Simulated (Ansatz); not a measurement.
# HfO+ (doublet): from Hartree-Fock to the top rungs, def2-TZVPP

The task here is to estimate one member of a computed series from the others.

Computed with Ansatz 0.2.0, Gaussian basis. Level: def2-TZVPP, core rule «outside noble gas», up to 5 orbitals frozen.

To be run: UHF; ROHF; CCSD(T) on UHF.

## The system

The geometry is a PBE0/def2-TZVP stationary point (not a proven minimum). No spin-orbit coupling is included. Elements past krypton take def2 core potentials.

2 atoms, charge 1, spin multiplicity 2.

Atoms are counted from 1 here; the program's logs count them from 0.

Bond lengths: Hf1–O2 1.691 Å.

The first run:

The input, in.yaml:

```yaml
crystal:
  periodic: [false, false, false]
  atoms:
    - {symbol: Hf, position_ang: [0.000000, 0.000000, 0.000000]}
    - {symbol: O, position_ang: [0.000000, 0.000000, 1.691000]}
basis:
  gaussian: {orbitals: def2-TZVPP}
total_charge: 1
magnetization: {spin_polarized: true, initial_magnetization: 1}
hamiltonian: {xc: hf}
output: {orbitals: {seedname: orbitals}}
```

Launch:

```console
ansatz run in.yaml --threads 1 --pin off --events-out ev --progress --plain --max-ram 2816MiB --backend cpu
```

Steps of the session up to this table: UHF; ROHF; CCSD(T) on UHF.

One table of the session follows, with a row left open; its other results are not shown here.

| method | from UCCSD(T) (meV) |
| --- | --- |
| ROHF | +8940.5 |
| UHF | ? |
| UMP2 | -62.9 |
| UCCSD | +552.4 |
| UCCSD(T) | 0 |

Estimate the missing values for UHF.

The run gave: from UCCSD(T) (meV): +8915.7. In the column «from UCCSD(T) (meV)» it lies between UCCSD (+552.4) and ROHF (+8940.5).
